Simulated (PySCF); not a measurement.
# GdH2: other functionals and bases at one geometry

How far do other levels of theory move the description of GdH2, and what does each cost? It is a constructed species; whether it can be made isn't addressed.

Program: PySCF 2.14.0. Level of theory: several levels, as the steps say, no spin–orbit coupling. These are calculated values, not measurements.

1 further run of the same task is left out (for a known fault of the program).

**1. Where the work starts**

3 atoms, charge 0, spin multiplicity 1.

Bond lengths: Gd1–H2 2.162 Å, Gd1–H3 2.162 Å. Angles: H2–Gd1–H3 116.9°.

Coordinates:

```xyz
3

Gd    0.00000    0.00000   -0.12084
H     1.84251    0.00000    1.01120
H    -1.84251    0.00000    1.01120
```

Formal oxidation states: Gd +2. Each metal's 8 4f electrons lie in its core potential, so multiplicities, spins and levels count the valence alone. For divalent La, Ce, Gd or Lu the extra electron is normally 5d or 6s, so this core forces an excited configuration. An earlier session relaxed this geometry at PBE0, Gd lcecp-0-SVP with ECP54, H def2-SVP (singlet, point group C2v).

At PBE0 on the finer grid: E = -31.004991 Eh, frontier levels not given, since the 4f levels lie in the core, Mulliken charge on Gd1 +0.40 e, largest force component 0.000 eV/Å. 

Levels to run: BLYP; BP86; PBE0, TZVP. Hardware: 2 threads of Intel Xeon Platinum 8488C (Sapphire Rapids), shared host.

**2. BLYP**

The input, run.py (the lines that set the calculation):

```python
mol = gto.M(atom='''
Gd     0.00000     0.00000    -0.12084
H      1.84251     0.00000     1.01120
H     -1.84251     0.00000     1.01120''',
    basis={'Gd': 'lcecp-0-SVP', 'H': 'def2-SVP'},
    ecp={'Gd': 'lcecp-0-SVP'},
    charge=0, spin=0)
mf = dft.RKS(mol, xc='BLYP')
mf.grids.atom_grid = (75, 302)  # f atoms: unpruned, at least (60, 302)
mf = mf.density_fit()  # fitting sets: Gd AutoAux, H def2-universal-JKFIT
mf.conv_tol = 1e-08; mf.max_cycle = 55
mf.kernel(dm0)  # dm0: the density of the relaxed state
```

Run with:

```console
$ OMP_NUM_THREADS=2 python run.py
```

**3. BP86**

run.py (the lines that set the calculation), as its differences from that of step 2:

```diff
@@ -7,3 +7,3 @@
     charge=0, spin=0)
-mf = dft.RKS(mol, xc='BLYP')
+mf = dft.RKS(mol, xc='B88,P86')
 mf.grids.atom_grid = (75, 302)  # f atoms: unpruned, at least (60, 302)
```

**4. PBE0, TZVP**

Basis: Gd lcecp-0-TZVP with ECP54, H def2-TZVP. 

The input, run.py (the lines that set the calculation):

```python
mol = gto.M(atom='''
Gd     0.00000     0.00000    -0.12084
H      1.84251     0.00000     1.01120
H     -1.84251     0.00000     1.01120''',
    basis={'Gd': 'lcecp-0-TZVP', 'H': 'def2-TZVP'},
    ecp={'Gd': 'lcecp-0-TZVP'},
    charge=0, spin=0)
mf = dft.RKS(mol, xc='PBE0')
mf.grids.atom_grid = (75, 302)  # f atoms: unpruned, at least (60, 302)
mf = mf.density_fit()  # fitting sets: Gd AutoAux, H def2-universal-JKFIT
mf.conv_tol = 1e-08; mf.max_cycle = 55
mf.kernel(dm0)  # dm0: free metal ions and neutral atoms
```

Before running it: what results should come out? Wanted: for each run, charge on Gd1; dipole; largest force.

**Answer**, as computed:

| level | state | charge on Gd1 (e) | dipole (D) | largest force (eV/Å) | basis functions | time |
| --- | --- | --- | --- | --- | --- | --- |
| PBE0 (relaxed here) | singlet | 0.40 | 6.54 | 0.00 | 41 | 1.6 s |
| BLYP | singlet | 0.30 | 5.99 | 0.20 | 41 | 0.8 s |
| BP86 | singlet | 0.32 | 6.10 | 0.10 | 41 | 0.8 s |
| PBE0, TZVP | singlet | 0.63 | 6.57 | 0.09 | 59 | 2.3 s |

Times are on 2 threads of Intel Xeon Platinum 8488C (Sapphire Rapids), shared host; the first row also made further properties.

The largest leftover force, 0.20 eV/Å with BLYP, stands at a geometry relaxed at another level. The Mulliken charge on Gd spans +0.30 to +0.63 e over the levels. With 4f in the core, its levels are missing from HOMO and gap. Total energies of different levels can't be compared. Spin–orbit coupling is left out throughout.
